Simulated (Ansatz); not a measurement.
# CH₅Ga + H₂O: a complex and its separated parts

Aim: how far the complex at one end of a reaction step lies below its separated, relaxed parts, level by level.

Computed with Ansatz 0.2.0, Gaussian basis. Level: PBE0-D4/def2-TZVP structures, single points in def2-TZVPP, no counterpoise correction.

Levels: SPW92, PBE-D4, BLYP-D4, r2SCAN-D4, B97M-V, PBE0-D4, B3LYP-D4, r2SCAN0-D4, BHLYP-D4, CAM-B3LYP-D4, wB97X-V, wB97M-V, B2PLYP, PBE-QIDH, RPA on PBE, Hartree-Fock, MP2, CCSD, CCSD(T).

Correlated methods freeze the cores. Filled d shells of the heavier atoms are correlated. B3LYP uses VWN-RPA correlation. B2PLYP carries no dispersion term here.

94 further runs of the same task are left out: 94 set aside as unsound or not needed.

### Step 1. Where the work starts

The complex: 10 atoms, charge 0, spin multiplicity 1.

Atoms are counted from 1 here; the program's logs count them from 0.

Bond lengths: Ga1–O2 2.214 Å, Ga1–H3 1.587 Å, Ga1–H4 1.575 Å, Ga1–C6 1.983 Å, O2–H5 0.963 Å, O2–H7 0.963 Å, C6–H8 1.093 Å, C6–H9 1.094 Å, C6–H10 1.093 Å. Angles: O2–Ga1–H3 93.5°, O2–Ga1–H4 99.1°, O2–Ga1–C6 95.4°, H3–Ga1–H4 118.3°, H3–Ga1–C6 118.6°, H4–Ga1–C6 119.8°, Ga1–O2–H5 108.3°, Ga1–O2–H7 108.3°, H5–O2–H7 106.6°, Ga1–C6–H8 112.4°, Ga1–C6–H9 109.8°, Ga1–C6–H10 111.7°, H8–C6–H9 106.9°, H8–C6–H10 108.8°, H9–C6–H10 106.8°.

Coordinates:

```xyz
10
charge 0, multiplicity 1
Ga   -0.8286   -0.0284   -0.5420
O     1.0642    1.0044   -1.0446
H    -0.6689   -1.0944   -1.7064
H    -1.8304    1.1676   -0.7559
H     1.7166    0.7853   -0.3713
C    -0.2804   -0.5390    1.2945
H     1.3940    0.6456   -1.8746
H     0.5874   -1.2042    1.3015
H    -1.0958   -1.0746    1.7894
H    -0.0583    0.3376    1.9092
```

Its parts: CH₅Ga holds atoms 1, 3, 4, 6, 8, 9, 10; H₂O holds atoms 2, 5, 7. Each part counts its atoms afresh in its own runs.

### Step 2. Relaxing CH₅Ga alone

The input, relax-a/in.yaml:

```yaml
crystal:
  periodic: [false, false, false]
  atoms:
    - {symbol: Ga, position_ang: [-0.828614, -0.028441, -0.542005]}
    - {symbol: H, position_ang: [-0.668906, -1.094399, -1.706353]}
    - {symbol: H, position_ang: [-1.830380, 1.167561, -0.755888]}
    - {symbol: C, position_ang: [-0.280409, -0.539024, 1.294515]}
    - {symbol: H, position_ang: [0.587395, -1.204233, 1.301480]}
    - {symbol: H, position_ang: [-1.095774, -1.074577, 1.789432]}
    - {symbol: H, position_ang: [-0.058325, 0.337608, 1.909162]}
basis:
  gaussian: {orbitals: def2-TZVP}
hamiltonian: {xc: pbe0, dispersion: d4}
relax: {f_tol: 0.005, max_steps: 200}
```

Command:

```console
ansatz run in.yaml --threads 4 --pin off --events-out ev --progress --plain --max-ram 9574MiB
```

The runs that follow: Relaxing H₂O alone; SPW92/def2-TZVPP; PBE-D4/def2-TZVPP; BLYP-D4/def2-TZVPP; r2SCAN-D4/def2-TZVPP; B97M-V/def2-TZVPP; PBE0-D4/def2-TZVPP; B3LYP-D4/def2-TZVPP; r2SCAN0-D4/def2-TZVPP; BHLYP-D4/def2-TZVPP; CAM-B3LYP-D4/def2-TZVPP; wB97X-V/def2-TZVPP; wB97M-V/def2-TZVPP; B2PLYP/def2-TZVPP; PBE-QIDH/def2-TZVPP; RPA on PBE/def2-TZVPP; CCSD(T)/def2-TZVPP; Vibrations of CH₅Ga; Vibrations of H₂O.

Q: Predict the outcome of this session. Wanted: complex less parts, CCSD(T)/def2-TZVPP; with zero-point energy; largest T1 diagnostic.

The runs gave:

| quantity | value |
| --- | --- |
| complex less parts, CCSD(T)/def2-TZVPP | -14.3 kcal/mol |
| with zero-point energy | -11.6 kcal/mol |
| largest T1 diagnostic | 0.012 |

At CCSD(T) the complex lies 14.3 kcal/mol below its parts. Among the functionals wB97M-V lands nearest to CCSD(T) (+0.2 kcal/mol) and SPW92 farthest (-4.7 kcal/mol). B97M-V, PBE-QIDH are as near within the digits shown. By rung, the mean size of the error is: LDA 4.7, GGA 1.5, meta-GGA 0.5, hybrid 0.8, range-separated hybrid 0.3, double hybrid 1.1 kcal/mol. PBE-D4 gives a relative energy 0.8 kcal/mol too high, inside chemical accuracy (1 kcal/mol). No counterpoise was applied, and triple zeta lacks some correlation, so the CCSD(T) reference has a basis error of its own, and close matches with it are partly luck.
